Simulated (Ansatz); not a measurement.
# Br2F4Ga2: the cost of one run

Computed with Ansatz 0.2.0, Gaussian basis. Level: one geometry, several basis sets.

Plan: PBE0-D4/def2-SVP; ωB97M-V/def2-SVP; PBE0-D4/def2-QZVPP; ωB97M-V/def2-QZVPP; the functionals' def2-TZVPP values are taken from earlier runs.

## 1. The relaxed structure

An earlier PBE0-D4 in a triple-zeta def2 set relaxation fixed the geometry.

SMILES `[F][Ga-]1([F])[Br+][Ga-]([F])([F])[Br+]1`, 8 atoms, charge 0, spin multiplicity 1.

Atoms are counted from 1 here; the program's logs count them from 0.

Bond lengths: F1–Ga2 1.735 Å, Ga2–F3 1.735 Å, Ga2–Br4 2.440 Å, Ga2–Br8 2.440 Å, Br4–Ga5 2.440 Å, Ga5–F6 1.735 Å, Ga5–F7 1.735 Å, Ga5–Br8 2.440 Å. Angles: F1–Ga2–F3 121.2°, F1–Ga2–Br4 109.3°, F1–Ga2–Br8 109.3°, F3–Ga2–Br4 109.3°, F3–Ga2–Br8 109.3°, Br4–Ga2–Br8 95.2°, Ga2–Br4–Ga5 84.8°, Br4–Ga5–F6 109.3°, Br4–Ga5–F7 109.3°, Br4–Ga5–Br8 95.2°, F6–Ga5–F7 121.2°, F6–Ga5–Br8 109.3°, F7–Ga5–Br8 109.4°, Ga2–Br8–Ga5 84.8°.

## 2. PBE0-D4 in def2-SVP

in.yaml

```yaml
crystal:
  periodic: [false, false, false]
  atoms:
    - {symbol: F, position_ang: [2.606588, -0.919760, 0.942112]}
    - {symbol: Ga, position_ang: [0.939471, -1.224232, 0.571682]}
    - {symbol: F, position_ang: [0.243761, -2.797800, 0.793193]}
    - {symbol: Br, position_ang: [0.456425, -0.437759, -1.687515]}
    - {symbol: Ga, position_ang: [-0.939415, 1.224279, -0.571673]}
    - {symbol: F, position_ang: [-2.606154, 0.916097, -0.940732]}
    - {symbol: F, position_ang: [-0.247118, 2.799129, -0.794768]}
    - {symbol: Br, position_ang: [-0.453558, 0.440047, 1.687700]}
basis:
  gaussian: {orbitals: def2-SVP}
hamiltonian: {xc: pbe0, dispersion: d4}
output: {orbitals: {seedname: orbitals}}
```

Run with:

```bash
$ ansatz run in.yaml --threads 4 --pin off --events-out ev --progress --plain --max-ram 11315MiB
```

Q: Estimate wall time and peak memory on 4 threads of Intel Xeon Platinum 8259CL at 2.50GHz, shared host.

About 4.7 s, with a peak of 0.77 GiB.
